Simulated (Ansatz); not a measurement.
# B5N: the cost of one run

Computed with Ansatz 0.2.0 (DFT PBE, scalar-relativistic, plane waves, PAW, unless a step's input says otherwise).

## 1. The system as given

Symmetry: F-43m, No. 216, cubic system. The conventional cell has a = 5.815 Å, b = 5.815 Å, c = 5.815 Å, α = 90.00°, β = 90.00°, γ = 90.00°. Around B (site symmetry 3m) lie 6 B at 2.05 to 2.06 Å. B (site symmetry -43m) has 12 B at 2.41 Å and 4 N at 2.52 Å in its first shell of neighbours. N (site symmetry -43m) is surrounded by 16 B at 2.41 to 2.52 Å.

Coordinates:

```cif
data_structure
_symmetry_space_group_name_H-M 'P 1'
_symmetry_Int_Tables_number 1
_cell_length_a 4.1118
_cell_length_b 4.1118
_cell_length_c 4.1118
_cell_angle_alpha 60.000
_cell_angle_beta 60.000
_cell_angle_gamma 60.000
_cell_volume 49.16
loop_
_atom_site_label
_atom_site_type_symbol
_atom_site_fract_x
_atom_site_fract_y
_atom_site_fract_z
_atom_site_occupancy
B1 B 0.62475 0.12574 0.62475 1
B2 B 0.25000 0.25000 0.25000 1
B3 B 0.12574 0.62475 0.62475 1
B4 B 0.62475 0.62475 0.62475 1
B5 B 0.62475 0.62475 0.12574 1
N1 N 0.00000 0.00000 0.00000 1
```

The cell is invented: species swapped into a database cell of Be5Au (F-43m, No. 216), with B on the Be sites and N on the Au sites. Lengths come from tabulated atomic sizes and are only a guess.

## 2. Probe: one point on a coarse mesh

Contents of input.yaml:

```yaml
crystal:
  lattice:
    - [0.0, 2.90750853, 2.90750853]
    - [2.90750853, 0.0, 2.90750853]
    - [2.90750853, 2.90750853, 0.0]
  atoms:
    - { symbol: B, position: [0.62475203, 0.1257439, 0.62475203] }
    - { symbol: B, position: [0.25, 0.25, 0.25] }
    - { symbol: B, position: [0.1257439, 0.62475203, 0.62475203] }
    - { symbol: B, position: [0.62475203, 0.62475203, 0.62475203] }
    - { symbol: B, position: [0.62475203, 0.62475203, 0.1257439] }
    - { symbol: "N", position: [0.0, 0.0, 0.0] }
basis:
  ecutwfc: 420
kpoints:
  mp_grid: { grid: [6, 6, 6] }
hamiltonian:
  xc: pbe
scf:
  occupations: { method: gaussian, width: 0.1 }
  lower_state_search: "off"
output:
  forces: true
  stress: true
  eigenvalues: true
```

The run is started by

```bash
$ ansatz run input.yaml --threads 1 --pin off --max-ram 2560MiB --backend cpu --events-out ev --progress --plain --runs-dir out
```

Q: Estimate wall time and peak memory on 1 thread of Arm Neoverse V1, shared host.

About 1.5 s, with a peak of 0.28 GiB.
